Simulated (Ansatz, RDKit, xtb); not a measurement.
# C3H8B2: which of the isomers drawn lies lowest?, part 2 of 2

Which of a sample of isomers of C3H8B2 is the most stable in the gas at 298.15 K, and what are its properties? The sample is small against all isomers, and the most stable one of this formula need not be in it.

xtb, Ansatz and PySCF; isolated molecules. The steps go on from the part before.

### 7 Vibrations and thermal terms

The lowest few in one piece go on as finalists. Harmonic vibrations at B3LYP/def2-SVP test each finalist and give the zero-point energy and the thermal terms. The first, c158a:

input.yaml reads:

```yaml
basis:
  gaussian: {orbitals: def2-SVP}
crystal:
  periodic: [false, false, false]
  atoms:
    - symbol: C
      position_ang: [-1.493780, 1.220143, 1.272454]
    - symbol: C
      position_ang: [-1.626403, 0.334884, 0.067019]
    - symbol: C
      position_ang: [-0.614798, 1.438312, -0.051295]
    - symbol: B
      position_ang: [-0.629683, 0.824603, 2.479344]
    - symbol: B
      position_ang: [-0.941235, 2.767335, -0.749023]
    - symbol: H
      position_ang: [0.217382, -0.028213, 2.347764]
    - symbol: H
      position_ang: [-0.764872, 1.361047, 3.552454]
    - symbol: H
      position_ang: [-2.289286, 1.960865, 1.398536]
    - symbol: H
      position_ang: [-2.552212, 0.427221, -0.508046]
    - symbol: H
      position_ang: [-1.233251, -0.683495, 0.135603]
    - symbol: H
      position_ang: [0.429140, 1.129226, 0.058521]
    - symbol: H
      position_ang: [-0.067991, 3.512180, -1.123539]
    - symbol: H
      position_ang: [-2.097064, 3.084003, -0.909946]
hamiltonian: {xc: {name: B3LYP}}
scf: {lower_state_search: off}
phonons: {}
```

The run is started by

```bash
$ ansatz run input.yaml --threads 2 --pin off --max-ram 5220MiB --events-out events.jsonl --progress --plain --runs-dir runs
```

Log, shortened:

```text
Warning: RAYON_NUM_THREADS=2 ignored (pool sized by the plan → 2); use --threads N
Functional definition: B3LYP
  name "B3LYP"
[...]
1271 factors; integrals over basis functions are off by at most 4.0e-4 eV
[...]
mean field -4589.20349067 eV, -168.6501176082 hartree, gradient 2.3e-6 eV, S^2 0.000000; 0 other end points of the search recorded, 0 dependent functions left out
[...]
reference -4589.20376438 eV, -168.6501276669 hartree; 18, 18 occupied and 92, 92 virtual orbitals, 1271 factors
[...]
1271 factors; integrals over basis functions are off by at most 4.0e-4 eV
mean field -4589.20336267 eV, -168.6501129043 hartree, gradient 2.9e-6 eV, S^2 0.000000; 0 other end points of the search recorded, 0 dependent functions left out
[...]
reference -4589.20363636 eV, -168.6501229622 hartree; 18, 18 occupied and 92, 92 virtual orbitals, 1271 factors
[...]
1271 factors; integrals over basis functions are off by at most 4.0e-4 eV
[...]
Atom 7 at    -2.289286     1.960865     1.398536 Å, force     0.000839    -0.001002    -0.000084 eV/Å
Atom 8 at    -2.552212     0.427221    -0.508046 Å, force     0.000585    -0.000352     0.000298 eV/Å
Atom 9 at    -1.233251    -0.683495     0.135603 Å, force    -0.000633     0.000735    -0.000049 eV/Å
Atom 10 at     0.429140     1.129226     0.058521 Å, force    -0.001191     0.000454    -0.000258 eV/Å
Atom 11 at    -0.067991     3.512180    -1.123539 Å, force     0.000200     0.000347     0.000139 eV/Å
Atom 12 at    -2.097064     3.084003    -0.909946 Å, force     0.000808    -0.000226     0.000113 eV/Å
Dipole moment:    -0.085938    -0.149241    -0.081543 e Å
Vibrations: 57.27 153.28 274.95 314.21 383.10 390.94 686.65 757.41 825.07 881.36 895.19 935.86 1019.34 1022.45 1027.09 1086.16 1114.81 1121.51 1132.94 1200.62 1222.10 1234.22 1317.98 1408.55 1467.55 2556.20 2561.06 2645.10 2645.62 3121.58 3156.53 3156.96 3216.01 cm⁻¹, zero-point energy 2.789004 eV
Checks for a lower state left out: stability, starts, cluster_reference, orbital_swaps, neighbouring_geometries, increment
```

It took 4.5 min on 2 threads of Arm Neoverse N1, shared host; peak memory 0.22 GiB.

### 8 Zero-point energy and free-energy terms

At 298.15 K and 1 atm, ideal gas, rigid rotor and harmonic oscillator:

```csv
label,SMILES,spin,point group,lowest mode (cm⁻¹),zero-point (kcal/mol),G − E (kcal/mol)
c158a,B[C@@H]1C[C@H]1B,singlet,C2,57,64.3,45.8
c670a,BC1(B)CC1,singlet,C2v,125,64.1,46.4
c844a,B[C@@H]1C[C@@H]1B,singlet,Cs,80,64.1,45.6
```

Chiral structures get −RT ln 2 for their mirror image.

### 9 The final energy

Each finalist gets a single point at CCSD(T)/def2-SVP + MP2/def2-TZVPP - MP2/def2-SVP.

c158a, CCSD(T)/def2-SVP:

input.yaml reads:

```yaml
crystal:
  periodic: [false, false, false]
  atoms:
    - {symbol: C, position_ang: [-1.493780, 1.220143, 1.272454]}
    - {symbol: C, position_ang: [-1.626403, 0.334884, 0.067019]}
    - {symbol: C, position_ang: [-0.614798, 1.438312, -0.051295]}
    - {symbol: B, position_ang: [-0.629683, 0.824603, 2.479344]}
    - {symbol: B, position_ang: [-0.941235, 2.767335, -0.749023]}
    - {symbol: H, position_ang: [0.217382, -0.028213, 2.347764]}
    - {symbol: H, position_ang: [-0.764872, 1.361047, 3.552454]}
    - {symbol: H, position_ang: [-2.289286, 1.960865, 1.398536]}
    - {symbol: H, position_ang: [-2.552212, 0.427221, -0.508046]}
    - {symbol: H, position_ang: [-1.233251, -0.683495, 0.135603]}
    - {symbol: H, position_ang: [0.429140, 1.129226, 0.058521]}
    - {symbol: H, position_ang: [-0.067991, 3.512180, -1.123539]}
    - {symbol: H, position_ang: [-2.097064, 3.084003, -0.909946]}
basis:
  gaussian:
    orbitals: def2-SVP
correlation:
  method: ccsd_t
  frozen_orbitals: {C: 1, B: 1, H: 0}
```

The run is started by

```bash
$ ansatz run input.yaml --threads 2 --pin off --max-ram 5220MiB --events-out events.jsonl --progress --plain --runs-dir runs
```

Log, shortened:

```text
Warning: RAYON_NUM_THREADS=2 ignored (pool sized by the plan → 2); use --threads N
Functional definition: HF
  name "HF"
[...]
1142 factors; integrals over basis functions are off by at most 1.2e-3 eV
[...]
mean field -4556.45020204 eV, -167.4464564522 hartree, gradient 2.3e-6 eV, S^2 0.000000; 0 other end points of the search recorded, 0 dependent functions left out
5 core orbitals not correlated: weight in the atoms' cores, before any rotation towards them, 1.000 or more for the frozen orbitals, at most 0.000 for the correlated occupied ones
reference -4556.45020204 eV, -167.4464564522 hartree; 13, 13 occupied and 92, 92 virtual orbitals, 1142 factors
second order -15.81966739 eV of doubles, -0.00000000 eV of singles
cycle   1  -16.85961072 eV  change    -1.0e0 eV  update   9.0e-2
[...]
cycle   9  -17.43383159 eV  change    4.1e-7 eV  update   2.1e-5
perturbative correction -0.58705973 eV, -0.0215740473 hartree
Total energy: -4574.47109336 eV, -168.1087119933 hartree
```

Run time: 17 s. Hardware: 2 threads of Arm Neoverse N1, shared host; peak memory 0.56 GiB.

### 10 c158a at MP2/def2-TZVPP

input.yaml: that of step 9 with these lines changed.

```diff
@@ -1 +1,3 @@
+basis:
+  gaussian: {orbitals: def2-TZVPP}
 crystal:
@@ -16,7 +18,2 @@
     - {symbol: H, position_ang: [-2.097064, 3.084003, -0.909946]}
-basis:
-  gaussian:
-    orbitals: def2-SVP
-correlation:
-  method: ccsd_t
-  frozen_orbitals: {C: 1, B: 1, H: 0}
+correlation: {method: mp2, frozen_orbitals: {C: 1, B: 1, H: 0}}
```

The run is started by

```bash
$ ansatz run input.yaml --threads 2 --pin off --max-ram 5220MiB --events-out events.jsonl --progress --plain --runs-dir runs
```

Log:

```text
Warning: RAYON_NUM_THREADS=2 ignored (pool sized by the plan → 2); use --threads N
[... 2 set-up lines as earlier in the session ...]
  exchange = exact_x
  correlation = 0
1557 factors; integrals over basis functions are off by at most 1.0e-3 eV
mean field evaluation 1: about -4557.7288 eV, gradient 3.3e1 eV
mean field evaluation 2: about -4557.9291 eV, gradient 3.3e1 eV
mean field evaluation 4: about -4561.2807 eV, gradient 4.8e0 eV
mean field evaluation 8: about -4561.3530 eV, gradient 1.7e-1 eV
mean field -4561.35329442 eV, -167.6266417737 hartree, gradient 1.8e-6 eV, S^2 0.000000; 0 other end points of the search recorded, 0 dependent functions left out
5 core orbitals not correlated: weight in the atoms' cores, before any rotation towards them, 1.000 or more for the frozen orbitals, at most 0.000 for the correlated occupied ones
reference -4561.35329442 eV, -167.6266417737 hartree; 13, 13 occupied and 249, 249 virtual orbitals, 1557 factors
second order -19.22191886 eV of doubles, -0.00000000 eV of singles
Total energy: -4580.57521328 eV, -168.3330342627 hartree
```

It took 11 s on 2 threads of Arm Neoverse N1, shared host; peak memory 0.69 GiB.

### 11 c670a at CCSD(T)/def2-SVP

input.yaml reads:

```yaml
crystal:
  periodic: [false, false, false]
  atoms:
    - symbol: C
      position_ang: [-1.240626, 1.149479, 0.754717]
    - symbol: C
      position_ang: [0.142206, 1.463317, 0.054645]
    - symbol: C
      position_ang: [-0.859701, 2.517356, 0.058585]
    - symbol: B
      position_ang: [-1.205293, 1.177025, 2.294468]
    - symbol: B
      position_ang: [-2.188288, 0.251166, -0.062481]
    - symbol: H
      position_ang: [-1.936035, 0.480626, 2.957523]
    - symbol: H
      position_ang: [-0.429507, 1.911718, 2.867525]
    - symbol: H
      position_ang: [-2.971364, -0.496271, 0.472987]
    - symbol: H
      position_ang: [-2.157417, 0.285476, -1.274043]
    - symbol: H
      position_ang: [0.334383, 0.913573, -0.870343]
    - symbol: H
      position_ang: [1.000634, 1.540867, 0.726843]
    - symbol: H
      position_ang: [-1.402364, 2.740832, -0.863564]
    - symbol: H
      position_ang: [-0.736116, 3.368120, 0.733641]
basis:
  gaussian: {orbitals: def2-SVP}
correlation: {method: ccsd_t, frozen_orbitals: {C: 1, B: 1, H: 0}}
```

The run is started by

```bash
$ ansatz run input.yaml --threads 2 --pin off --max-ram 5220MiB --events-out events.jsonl --progress --plain --runs-dir runs
```

Log, shortened:

```text
Warning: RAYON_NUM_THREADS=2 ignored (pool sized by the plan → 2); use --threads N
[... 2 set-up lines as earlier in the session ...]
[...]
1141 factors; integrals over basis functions are off by at most 1.3e-3 eV
[...]
mean field -4556.39494337 eV, -167.4444257333 hartree, gradient 2.8e-6 eV, S^2 0.000000; 0 other end points of the search recorded, 0 dependent functions left out
5 core orbitals not correlated: weight in the atoms' cores, before any rotation towards them, 1.000 or more for the frozen orbitals, at most 0.000 for the correlated occupied ones
reference -4556.39494337 eV, -167.4444257333 hartree; 13, 13 occupied and 92, 92 virtual orbitals, 1141 factors
second order -15.82734968 eV of doubles, -0.00000000 eV of singles
cycle   1  -16.86334004 eV  change    -1.0e0 eV  update   8.9e-2
[...]
cycle   9  -17.43531509 eV  change    6.0e-6 eV  update   1.1e-5
perturbative correction -0.58907316 eV, -0.0216480394 hartree
Total energy: -4574.41933162 eV, -168.1068097841 hartree
```

It took 17 s on 2 threads of Arm Neoverse N1, shared host; peak memory 0.56 GiB.

### 12 Free energies and the winner

Energies in kcal/mol from c158a; G adds the thermal terms to the CCSD(T)/def2-SVP + MP2/def2-TZVPP - MP2/def2-SVP energy. The columns left of the relaxed level are at the tight-binding geometries.

| label | SMILES | spin | GFN2-xTB | HF/STO-3G | r2SCAN-D4/def2-SVP | B3LYP/def2-SVP | HF/def2-SVP | MP2/def2-SVP | CCSD(T)/def2-SVP + MP2/def2-TZVPP - MP2/def2-SVP | G | share at equilibrium | T1 |
| --- | --- | --- | --- | --- | --- | --- | --- | --- | --- | --- | --- | --- |
| c158a | B[C@@H]1C[C@H]1B | singlet | 0.0 | 0.0 | 0.0 | 0.0 | 0.0 | 0.0 | 0.0 | 0.0 | 92.9 % | 0.010 |
| c670a | BC1(B)CC1 | singlet | 3.6 | 2.5 | 1.9 | 2.0 | 1.3 | 1.1 | 1.0 | 1.6 | 6.2 % | 0.010 |
| c844a | B[C@@H]1C[C@@H]1B | singlet | 1.7 | 2.3 | 3.0 | 2.9 | 2.7 | 3.2 | 3.0 | 2.8 | 0.9 % | 0.010 |

Lowest found: c158a, `B[C@@H]1C[C@H]1B`, a singlet of point group C2. Bond lengths: C1–C2 1.501 Å, C1–C3 1.604 Å, C2–C3 1.502 Å, C1–B4 1.536 Å, C3–B5 1.536 Å, B4–H6 1.209 Å, B4–H7 1.207 Å, C1–H8 1.094 Å, C2–H9 1.094 Å, C2–H10 1.094 Å, C3–H11 1.094 Å, B5–H12 1.207 Å, B5–H13 1.209 Å. Some angles: C1–C2–C3 64.6°, C2–C1–C3 57.7°, C2–C1–B4 121.9°, C3–C1–B4 112.0°, C1–C3–C2 57.7°, C1–C3–B5 112.1°, C2–C3–B5 121.9°, C1–C2–H9 116.6°, C1–C2–H10 117.8°, C3–C2–H9 117.8°.

```xyz
13

C    -1.4938    1.2201    1.2725
C    -1.6264    0.3349    0.0670
C    -0.6148    1.4383   -0.0513
B    -0.6297    0.8246    2.4793
B    -0.9412    2.7673   -0.7490
H     0.2174   -0.0282    2.3478
H    -0.7649    1.3610    3.5525
H    -2.2893    1.9609    1.3985
H    -2.5522    0.4272   -0.5080
H    -1.2333   -0.6835    0.1356
H     0.4291    1.1292    0.0585
H    -0.0680    3.5122   -1.1235
H    -2.0971    3.0840   -0.9099
```

### 13 Outcome

The summary covers parts 1 to 2.

| quantity | value |
| --- | --- |
| lowest structure found | B[C@@H]1C[C@H]1B, singlet, C2 |
| next finalist | BC1(B)CC1, singlet, 1.6 kcal/mol higher in G |
| share at equilibrium, among the finalists | 92.9 % |
| funnel | 3 starts, 3 minima at GFN2-xTB, 5 screening runs, 3 relaxed, 3 ranked |
| CPU time of all runs | 35 min |
| harmonic wavenumbers, lowest and highest (B3LYP/def2-SVP) | 57 and 3216 cm⁻¹ |
| rotational constants, same geometry | 0.3116, 0.1339, 0.1137 cm⁻¹ |

The lowest structure found is `B[C@@H]1C[C@H]1B`. The margin, 1.6 kcal/mol, is modest. GFN2-xTB, HF/STO-3G, r2SCAN-D4/def2-SVP, B3LYP/def2-SVP, HF/def2-SVP and MP2/def2-SVP already put its bonding pattern lowest among the structures in one piece. The largest share of the time went into the vibrations (76 %). Lowest found is not proven lowest: the search is finite, and each finalist counts with one conformer. Only 3 drawn patterns were tried, so whole families of isomers are missing, and the result ranks this sample alone.
